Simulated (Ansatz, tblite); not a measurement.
**Al5As4 zinc blende ring disc (Al5As4H16−): one state, many levels**

The task here is to estimate one member of a computed series from the others.

The runs use Ansatz 0.2.0, Gaussian basis; as each input shows.

Plan: GFN1-xTB, GFN2-xTB, PBE-D4/def2-TZVP, r2SCAN-D4/def2-TZVP, LDA/def2-TZVP, ωB97M-V/def2-TZVP, PBE-QIDH/def2-TZVP, LC-ωPBE(0.10)/def2-SVP, LC-ωPBE(0.15)/def2-SVP, LC-ωPBE(0.20)/def2-SVP, LC-ωPBE(0.30)/def2-SVP, PBE-D4/def2-SVP, PBE0-D4/def2-SVP, HF/STO-3G, CCSD(T)/def2-SVP, MP2/def2-TZVP, RPA/def2-TZVP.

### The relaxed structure

The geometry is that of the singlet, from an earlier relaxation (PBE-D4/def2-SVP).

25 atoms, charge -1, spin multiplicity 1.

Bond lengths: As1–Al5 2.497 Å, As1–Al6 2.497 Å, As1–Al7 2.523 Å, As1–H10 1.532 Å, As2–Al6 2.542 Å, As2–Al8 2.542 Å, As2–H11 1.529 Å, As2–H12 1.530 Å, As3–Al5 2.542 Å, As3–Al9 2.542 Å, As3–H13 1.530 Å, As3–H14 1.529 Å, As4–Al7 2.523 Å, As4–Al8 2.497 Å, As4–Al9 2.497 Å, As4–H15 1.532 Å, Al5–H16 1.613 Å, Al5–H17 1.612 Å and more. Angles: Al5–As1–Al6 114.1°, Al5–As1–Al7 116.6°, Al5–As1–H10 101.5°, Al6–As1–Al7 116.6°, Al6–As1–H10 101.5°, Al7–As1–H10 103.1°, Al6–As2–Al8 128.1°, Al6–As2–H11 106.9°, Al6–As2–H12 107.3°, Al8–As2–H11 106.9°, Al8–As2–H12 107.3°, H11–As2–H12 95.6°, Al5–As3–Al9 128.3°, Al5–As3–H13 107.2°, Al5–As3–H14 106.9°, Al9–As3–H13 107.2°, Al9–As3–H14 106.8°, H13–As3–H14 95.6° and more.

As a file:

```xyz
25
charge -1, multiplicity 1
As   -1.3623   -1.3664    1.0711
As    1.5724   -1.5676   -1.3363
As   -1.5699    1.5677   -1.3432
As    1.3596    1.3669    1.0737
Al   -3.0954   -0.1447   -0.2469
Al   -0.1255   -3.1016   -0.2301
Al   -0.0056    0.0030    2.6983
Al    3.0977    0.1404   -0.2335
Al    0.1297    3.1000   -0.2369
H    -2.2319   -2.2333    1.9870
H     0.8455   -0.8471   -2.4717
H     2.4451   -2.4353   -2.2451
H    -2.4441    2.4383   -2.2476
H    -0.8443    0.8521   -2.4825
H     2.2251    2.2359    1.9914
H    -3.7391   -1.0425   -1.4222
H    -4.0723    0.7228    0.6975
H    -1.0171   -3.7634   -1.4000
H     0.7503   -4.0624    0.7231
H     0.9759   -0.9758    3.5235
H    -0.9914    0.9846    3.5150
H     4.0669   -0.7296    0.7166
H     3.7505    1.0364   -1.4051
H    -0.7455    4.0663    0.7113
H     1.0255    3.7554   -1.4072
```

The ion is computed in the gas phase, without counter-ions or solvent.

PBE0-D4/def2-TZVP was run before; its log isn't repeated, and its numbers join the tables.

The first run:

Tight binding, by tblite at 300 K electronic temperature and without a spin-polarisation term:

```python
tblite.interface.Calculator('GFN1-xTB', numbers, positions, charge=-1, uhf=0).singlepoint()
```

Tight binding, by tblite at 300 K electronic temperature and without a spin-polarisation term:

```python
tblite.interface.Calculator('GFN2-xTB', numbers, positions, charge=-1, uhf=0).singlepoint()
```

start.molden holds the orbitals of an earlier run on this state, given as this run's starting guess.

in.yaml reads:

```yaml
crystal:
  periodic: [false, false, false]
  atoms:
    - {symbol: As, position_ang: [-1.362307, -1.366398, 1.071148]}
    - {symbol: As, position_ang: [1.572419, -1.567625, -1.336326]}
    - {symbol: As, position_ang: [-1.569889, 1.567699, -1.343221]}
    - {symbol: As, position_ang: [1.359628, 1.366900, 1.073659]}
    - {symbol: Al, position_ang: [-3.095384, -0.144689, -0.246923]}
    - {symbol: Al, position_ang: [-0.125472, -3.101634, -0.230096]}
    - {symbol: Al, position_ang: [-0.005603, 0.003008, 2.698263]}
    - {symbol: Al, position_ang: [3.097741, 0.140416, -0.233480]}
    - {symbol: Al, position_ang: [0.129715, 3.099964, -0.236915]}
    - {symbol: H, position_ang: [-2.231854, -2.233341, 1.987028]}
    - {symbol: H, position_ang: [0.845505, -0.847140, -2.471692]}
    - {symbol: H, position_ang: [2.445065, -2.435266, -2.245087]}
    - {symbol: H, position_ang: [-2.444128, 2.438292, -2.247647]}
    - {symbol: H, position_ang: [-0.844326, 0.852111, -2.482543]}
    - {symbol: H, position_ang: [2.225117, 2.235906, 1.991413]}
    - {symbol: H, position_ang: [-3.739099, -1.042481, -1.422204]}
    - {symbol: H, position_ang: [-4.072344, 0.722823, 0.697549]}
    - {symbol: H, position_ang: [-1.017070, -3.763376, -1.400046]}
    - {symbol: H, position_ang: [0.750318, -4.062419, 0.723130]}
    - {symbol: H, position_ang: [0.975904, -0.975772, 3.523501]}
    - {symbol: H, position_ang: [-0.991410, 0.984560, 3.514958]}
    - {symbol: H, position_ang: [4.066942, -0.729592, 0.716581]}
    - {symbol: H, position_ang: [3.750476, 1.036373, -1.405148]}
    - {symbol: H, position_ang: [-0.745472, 4.066293, 0.711287]}
    - {symbol: H, position_ang: [1.025527, 3.755398, -1.407221]}
basis:
  gaussian: {orbitals: def2-TZVP, fitting: {mean_field: def2-universal-jkfit}, initial_orbitals: start.molden}
total_charge: -1
hamiltonian: {xc: pbe, dispersion: d4}
scf: {omitted_lower_state_checks: [starts]}
output: {forces: true, orbitals: {seedname: orbitals}}
```

Run with:

```
> ansatz run in.yaml --threads 2 --pin off --events-out ev --progress --plain --max-ram 32768MiB --backend cuda --devices 0, --max-vram 18GiB
```

Steps of the session up to this table: PBE-D4/def2-TZVP; r2SCAN-D4/def2-TZVP; LDA/def2-TZVP; ωB97M-V/def2-TZVP; PBE-QIDH/def2-TZVP; LC-ωPBE(0.10)/def2-SVP; LC-ωPBE(0.15)/def2-SVP; LC-ωPBE(0.20)/def2-SVP; LC-ωPBE(0.30)/def2-SVP; PBE-D4/def2-SVP; PBE0-D4/def2-SVP; HF/STO-3G; CCSD(T)/def2-SVP; MP2/def2-TZVP; RPA/def2-TZVP.

One table of the session follows, with a row left open; its other results are not shown here.

It belongs to the step «Levels side by side». 

```
                 level  HOMO (eV)  LUMO (eV)  gap (eV)
             HF/STO-3G      -3.04      13.43     16.48
         LDA/def2-TZVP      -3.26       0.76      4.01
       PBE-D4/def2-SVP      -3.12       1.04      4.16
      PBE-D4/def2-TZVP      -3.20       0.91      4.11
   r2SCAN-D4/def2-TZVP          ?          ?         ?
      PBE0-D4/def2-SVP      -4.22       1.75      5.97
     PBE0-D4/def2-TZVP      -4.26       1.63      5.90
     ωB97M-V/def2-TZVP      -6.26       3.28      9.53
LC-ωPBE(0.10)/def2-SVP      -4.54       2.38      6.91
LC-ωPBE(0.15)/def2-SVP      -5.09       2.85      7.93
LC-ωPBE(0.20)/def2-SVP      -5.54       3.19      8.73
LC-ωPBE(0.30)/def2-SVP      -6.23       3.59      9.83
```

**Question.** Estimate the row for r2SCAN-D4/def2-TZVP.

As computed: HOMO (eV): -3.48; LUMO (eV): 1.03; gap (eV): 4.51. In the column «HOMO (eV)» it lies between PBE0-D4/def2-SVP (-4.22) and LDA/def2-TZVP (-3.26).
